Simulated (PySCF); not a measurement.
**GeH: a composite coupled-cluster curve**

What constants does extrapolated CCSD(T) give for GeH, and what does each step add?

Computed with PySCF 2.14.0. Level: CCSD(T) on ROHF, scalar-relativistic core potentials.

2 further runs of the same task are left out: 2 set aside as unsound or not needed.

**1. The job**

- molecule: GeH
- state: doublet, unpaired electrons π ↑
- smaller basis: Ge cc-pwCVDZ-PP with ECP10, H aug-cc-pVDZ
- larger basis: Ge cc-pwCVTZ-PP with ECP10, H aug-cc-pVTZ
- frozen core orbitals: 4
- extrapolation: correlation as n⁻³ (n = 2, 3), Hartree–Fock as (n+1)·exp(−9√n)
- corrections: none
- distances (Å): 1.4162, 1.4805, 1.5449, 1.6093, 1.6737, 1.7541, 1.8346
- masses (u): 73.9212, 1.0078
- dissociation limit: Ge + H

Started as:

```sh
> OMP_NUM_THREADS=4 python comp.py task.json out
```

**2. Coupled cluster at each distance**

What does the calculation give? Wanted: for each run, Re; ωe; ωexe; αe; De.

The runs gave:

| level | Re (Å) | ωe (cm⁻¹) | ωexe (cm⁻¹) | αe (cm⁻¹) | De (eV) |
| --- | --- | --- | --- | --- | --- |
| CCSD(T), smaller basis | 1.5941 | 1869.6 | 33.6 | 0.198 | 2.766 |
| CCSD(T), larger basis | 1.5860 | 1894.1 | 33.0 | 0.198 | 2.900 |
| HF/CBS | 1.5833 | 1981.2 | 28.8 | 0.174 | 1.971 |
| MP2/CBS | 1.5694 | 1976.6 | 29.9 | 0.185 | 2.767 |
| CCSD/CBS | 1.5814 | 1921.1 | 31.9 | 0.193 | 2.919 |
| CCSD(T)/CBS | 1.5837 | 1903.4 | 32.8 | 0.197 | 2.949 |

**Reading.** The last step gives Re = 1.5837 Å, ωe = 1903.4 cm⁻¹ and De = 2.949 eV; the smaller basis alone is off from it by +10.4 mÅ and -0.18 eV. Near the minimum the mean field binds by 1.97 eV and correlation adds 0.98 eV of binding. T1 is 0.015. Spin–orbit coupling and excitations beyond (T) are left out.
